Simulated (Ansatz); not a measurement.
# C4H7BrSi: one species, many methods

Aim: compute C4H7BrSi with functionals from several rungs and with coupled cluster, and see how far each lands from CCSD(T) at the basis-set limit for the atomisation energy.

The runs use Ansatz 0.2.0, Gaussian basis; functionals in def2-TZVPP, the program's frozen cores in correlated methods.

Levels to be run: LDA (SPW92), PBE-D4, revPBE-D4, BLYP-D4, r2SCAN-D4, B97M-V, PBE0-D4, B3LYP-D4, r2SCANh-D4, r2SCAN0-D4, HSE06-D4, BHLYP-D4, CAM-B3LYP-D4, LC-ωPBE, ωB97X-V, ωB97M-V, B2PLYP, PBE-QIDH; CCSD(T)/def2-SVP; CCSD(T)/def2-TZVPP; MP2/def2-QZVPP; extrapolation to the limit; RPA on PBE.

## 1. The relaxed structure

The geometry comes from an earlier relaxation with PBE0-D4 in a triple-zeta def2 set; it is a stationary point, not always the lowest conformer.

SMILES `C=C[SiH](Br)C=C`, 13 atoms, charge 0, spin multiplicity 1.

Atoms are counted from 1 here; the program's logs count them from 0.

Bond lengths: C1–C2 1.329 Å, C1–H7 1.086 Å, C1–H8 1.086 Å, C2–Si3 1.854 Å, C2–H9 1.091 Å, Si3–Br4 2.232 Å, Si3–C5 1.851 Å, Si3–H10 1.485 Å, C5–C6 1.330 Å, C5–H11 1.088 Å, C6–H12 1.086 Å, C6–H13 1.087 Å. Angles: C2–C1–H7 121.5°, C2–C1–H8 121.9°, H7–C1–H8 116.6°, C1–C2–Si3 125.7°, C1–C2–H9 118.3°, Si3–C2–H9 116.0°, C2–Si3–Br4 108.7°, C2–Si3–C5 112.0°, C2–Si3–H10 111.3°, Br4–Si3–C5 109.2°, Br4–Si3–H10 107.4°, C5–Si3–H10 108.1°, Si3–C5–C6 121.9°, Si3–C5–H11 119.1°, C6–C5–H11 119.0°, C5–C6–H12 122.2°, C5–C6–H13 121.7°, H12–C6–H13 116.1°.

## 2. LDA

This LDA is Slater exchange with PW92 correlation.

in.yaml

```yaml
crystal:
  periodic: [false, false, false]
  atoms:
    - {symbol: C, position_ang: [1.022061, -2.449071, -0.096217]}
    - {symbol: C, position_ang: [0.728832, -1.299978, 0.503258]}
    - {symbol: Si, position_ang: [0.516455, 0.337040, -0.341187]}
    - {symbol: Br, position_ang: [0.880411, 0.066072, -2.526894]}
    - {symbol: C, position_ang: [-1.179873, 1.032359, -0.087064]}
    - {symbol: C, position_ang: [-1.375945, 2.219060, 0.481480]}
    - {symbol: H, position_ang: [1.173131, -2.507203, -1.169974]}
    - {symbol: H, position_ang: [1.124431, -3.376602, 0.459667]}
    - {symbol: H, position_ang: [0.587599, -1.301664, 1.584616]}
    - {symbol: H, position_ang: [1.502125, 1.330974, 0.154043]}
    - {symbol: H, position_ang: [-2.043652, 0.447961, -0.398522]}
    - {symbol: H, position_ang: [-2.369976, 2.624769, 0.647985]}
    - {symbol: H, position_ang: [-0.545401, 2.841381, 0.803611]}
basis:
  gaussian: {orbitals: def2-TZVPP}
hamiltonian: {xc: lda}
output: {orbitals: {seedname: orbitals}}
```

Run with:

```
> ansatz run in.yaml --threads 2 --pin off --events-out ev --progress --plain --max-ram 20480MiB --backend cuda --devices 0, --max-vram 18GiB
```

The runs that follow: PBE-D4 (GGA); revPBE-D4 (GGA); BLYP-D4 (GGA); r2SCAN-D4 (meta-GGA); B97M-V (meta-GGA); PBE0-D4 (hybrid); B3LYP-D4 (hybrid); r2SCANh-D4 (hybrid); r2SCAN0-D4 (hybrid); HSE06-D4 (hybrid); BHLYP-D4 (hybrid); CAM-B3LYP-D4 (range-separated); LC-ωPBE (range-separated); ωB97X-V (range-separated); ωB97M-V (range-separated); B2PLYP (double hybrid); PBE-QIDH (double hybrid); CCSD(T) in def2-SVP; CCSD(T) in def2-TZVPP; MP2 in def2-QZVPP; RPA on PBE orbitals.

Q: Predict the results of all the runs planned. Wanted: atomisation energy, CCSD(T)/CBS; farthest beyond LDA; mean size of error, GGA; mean size of error, meta-GGA; mean size of error, hybrid; mean size of error, range-separated; mean size of error, double hybrid; gap, smallest and largest; T1 diagnostic.

The runs gave:

| quantity | value |
| --- | --- |
| atomisation energy, CCSD(T)/CBS | 5143.3 kJ/mol |
| functionals within 51.4 kJ/mol (1.0 %) | revPBE-D4, BLYP-D4, r2SCAN-D4, B97M-V, PBE0-D4, B3LYP-D4, r2SCANh-D4, r2SCAN0-D4, HSE06-D4, CAM-B3LYP-D4, LC-ωPBE, ωB97X-V, ωB97M-V, PBE-QIDH |
| farthest beyond LDA | BHLYP-D4 (-127.2 kJ/mol) |
| mean size of error, GGA | 46.5 kJ/mol |
| mean size of error, meta-GGA | 9.0 kJ/mol |
| mean size of error, hybrid | 42.1 kJ/mol |
| mean size of error, range-separated | 11.8 kJ/mol |
| mean size of error, double hybrid | 36.4 kJ/mol |
| gap, smallest and largest | 4.80 eV (LDA (SPW92)), 12.05 eV (LC-ωPBE) |
| T1 diagnostic | 0.0100 |
| triples share of the correlation energy | 4.2 % |

**Reading.** LDA overbinds by 677.2 kJ/mol (13 %). PBE-D4 misses by +97.9 kJ/mol. Double hybrids carry the basis error of their MP2 part in triple zeta, and no dispersion term here, so their miss is partly the set-up's. The rungs meta-GGA, range-separated, double hybrid, hybrid, GGA miss on average by less than the doubt on the reference (51.4 kJ/mol), so they tie. Misses under about 51.4 kJ/mol are within the doubt on the reference itself, which lacks core-valence correlation, relativity and higher excitations, and its outer-core shells are covered unevenly. All levels share the lack of spin-orbit coupling, which lowers the free heavy atoms and so the true binding. Hartree-Fock recovers 75 % of the binding; the rest is correlation. CCSD(T) in def2-SVP is off by -255.1 kJ/mol, more than most functionals: a good method in a small basis is no reference. Orbital gaps span 4.8 to 12.1 eV; exact exchange widens them. Correlated methods include outer-core shells of Br, which these sets cover unevenly.
